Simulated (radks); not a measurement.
# Cu⁺ in [Ar] 3d9 4s1: an all-electron calculation

An exercise on one series of results from a longer session: the logs are not shown, and one member is left open.

Program: radks (a radial shooting solver on a logarithmic mesh, Libxc functionals) version 1. Level of theory: scalar-relativistic Kohn-Sham, BLYP, spin-unpolarised, spherical densities, point nucleus. These are calculated values, not measurements, unless marked.

### The atom as given

```
element       : copper (Z = 29)
charge        : +1
electrons     : 28
configuration : [Ar] 3d9 4s1
```

Outer shells as boxes (Hund's rule):

Cu⁺
```
[Ar] core
3d [↑↓][↑↓][↑↓][↑↓][↑ ]
4s [↑ ]
```

The first run:

Settings of this run:

```text
Z 29
configuration [Ar] 3d9 4s1 4p0 5s0
relativity scalar-relativistic
functional b88,lyp
spin unpolarised
nucleus point
c 137.035999084
```

One table of the session follows, with a row left open; its other results are not shown here.

It belongs to the step «Radial structure». From the orbitals of this run (lengths in bohr):

```
level      <r>  outermost maximum (interpolated)  90 % within  nodes
   1s  0.05213                            0.0341       0.0931      0
   2s   0.2352                             0.197        0.364      1
   2p   0.2064                             0.158        0.338      0
   3s   0.7096                             0.612         1.06      2
   3p   0.7447                             0.618         1.15      1
   3d        ?                                 ?            ?      ?
   4s    2.467                              2.05         3.72      3
   4p    3.209                              2.61         4.91      2
```

**Question.** Estimate the row for 3d.

The run gave: <r>: 0.9431; outermost maximum (interpolated): 0.595; 90 % within: 1.66; nodes: 0. In the column «<r>» it lies between 3p (0.7447) and 4s (2.467).
